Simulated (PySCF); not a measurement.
# H6O7Si2 ([(OH)3Si]2O): the cost of one run

Computed with PySCF 2.14.0, with density-fitted response routines of our own, on a single molecule in the gas phase. Atoms count from 0, in the outputs and in this text.

## (1) Starting geometry

15 atoms, charge 0, multiplicity 1; geometry from: GFN2-xTB. The atoms were then displaced at random by about 0.03 Å, so the start is not that level's minimum.

Bonds of the start (Å): Si0–O1 1.54, Si0–O2 1.70, Si0–O3 1.61, Si0–O4 1.70, O1–H9 0.92, O2–H10 0.96, O3–H11 0.89, O4–Si5 1.62, Si5–O6 1.57, Si5–O7 1.66, Si5–O8 1.58, O6–H12 0.99, O7–H13 0.87, O8–H14 0.99.

## (2) Optimising the geometry at PBE0-D3(BJ)/def2-SVP

Job settings and geometry (Å):

```
{"job": {"xc": "PBE0", "basis": "def2-SVP", "d3": "d3bj", "grid": 1, "maxiter": 40, "shake": 0.03, "kind": "geom"}, "charge": 0, "multiplicity": 1}
Si     0.240430    -1.051200     1.164560
O      1.308150    -1.857970     0.402020
O     -1.293130    -1.768790     1.007660
O      0.649280    -0.786350     2.703530
O      0.068210     0.486700     0.451120
Si    -0.167580     1.094450    -1.027230
O     -1.537060     1.863830    -1.099930
O      1.095570     2.116300    -1.389380
O     -0.186610    -0.113910    -2.045110
H      1.217290    -2.019690    -0.494780
H     -1.972770    -1.512770     1.636560
H      1.404950    -0.399630     2.962690
H     -1.739000     2.716920    -0.646960
H      1.895200     1.785490    -1.352950
H     -1.015690    -0.629490    -2.227790
```

Command:

```bash
$ OMP_NUM_THREADS=1 python probes_run.py task.json out
```

This one command runs all jobs of the session in turn.

Q: Estimate the wall time and peak memory of this first job on 1 thread of Arm Neoverse V1, shared host.

About 4.4 min, with a peak of 0.67 GiB.
